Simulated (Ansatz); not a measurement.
## Time against size: PBE, supercells of SiC, on Neoverse N1 cores, threads left to the program

All times were clocked for whole runs of Ansatz 0.2.0, start-up included, one run at a time with no other job on the machine: an Arm Neoverse N1 node (56 of its 64 cores, memory capped at 64 GiB). Times and memory are rounded to two significant figures, and ratios are formed from the unrounded values. A row is a single run, so small differences between rows aren't established. Precision is the program's default, which can work at lower precision in parts of a run.

The smallest member is a 2×2×1 supercell of SiC (F-43m), atoms displaced at random by about 0.04 Å along each cell vector. Its input:

```yaml
crystal:
  lattice:
    - [0.000000, 4.353994, 4.353994]
    - [4.353994, 0.000000, 4.353994]
    - [2.176997, 2.176997, 0.000000]
  atoms:
    - { symbol: Si, position: [0.140189, 0.120694, 0.255130] }
    - { symbol: C, position: [0.000952, 0.005425, -0.018217] }
    - { symbol: Si, position: [0.122306, 0.620118, 0.236038] }
    - { symbol: C, position: [-0.005482, 0.496671, -0.003726] }
    - { symbol: Si, position: [0.619110, 0.127741, 0.242887] }
    - { symbol: C, position: [0.479227, 0.007735, -0.005091] }
    - { symbol: Si, position: [0.620171, 0.626744, 0.252987] }
    - { symbol: C, position: [0.500343, 0.494449, 0.002489] }
kpoints:
  mp_grid: { grid: [1, 1, 1] }
hamiltonian:
  xc: pbe
  pseudopotentials: { azcp: { folder: soft_1 } }
scf:
  occupations: { method: fixed }
output: { forces: true }
```

The program chose a cutoff of 420 eV. The folder soft_1 holds one of the program's own sets of PAW files, generated with PBE and used with every functional where the input names it.

Command, without the flags for output files and display:

```bash
taskset -c 8-63 ansatz run input.yaml --backend cpu --max-ram 64GiB
```

```
atoms  electrons  k mesh  k points  plane waves  dense FFT grid  bands at the start  SCF iterations  threads  wall time  SCF clock  outside it  host memory (GiB)          remarks
    8         32   1×1×1         1         1619        45×45×24                  24              11       24     0.38 s     0.23 s      0.15 s               0.35      bands 24→20
   16         64   1×1×1         1         3215        45×45×45                  48               9       48     0.50 s     0.31 s      0.18 s               0.43      bands 48→37
   36        144   1×1×1         1         7321        64×64×45                 108               9       56     0.85 s     0.62 s      0.22 s               0.66     bands 108→88
   72        288   1×1×1         1        14569        90×64×64                 216               9       56      1.6 s      1.3 s      0.31 s                1.2    bands 216→184
  128        512   1×1×1         1        25821        90×90×90                 384               9       56      3.3 s      2.9 s      0.40 s                2.3    bands 384→334
  200        800   1×1×1         1        40371      108×108×90                 600               9       56      6.6 s      6.1 s      0.47 s                3.8    bands 600→526
  504       2016   1×1×1         1       101617     150×125×125                1512               9       56       50 s       49 s      0.92 s                 15  bands 1512→1336
  784       3136   1×1×1         1       158015     180×150×150                2352               9       56    2.5 min    2.5 min       1.3 s                 30  bands 2352→2083
```

The SCF clock is the program's own. It runs from the start of the first SCF loop to the final result and holds forces, stress, later SCFs and response steps. Outside it lie start-up, exit and the set-up ahead of the first loop, which depends on the cell and the method.

Runs at Γ alone can use real arithmetic, which is cheaper than at other k points.

«bands a→b»: once the levels showed a gap the program dropped high empty bands and went on with b of the a at the start.

One k point is too coarse a mesh for the properties of small cells; the series shows cost alone.

The threads change along the series too.

Of the smallest member's 0.38 s, 0.15 s lies outside the SCF clock, so the wall time grows less with size than the clocked work: from 8 to 784 atoms the wall time changes by a factor of 400, and the time on the SCF clock by 670. The smallest member has under 2 s on the SCF clock, so these factors are rough.

Problem. How long does the member with 360 atoms take (1×1×1 mesh, 1 k point, 72623 plane waves, 1080 bands)?

Solution. 23 s, in 9 SCF iterations, with 8.8 GiB of host memory. Remarks: bands 1080→952.
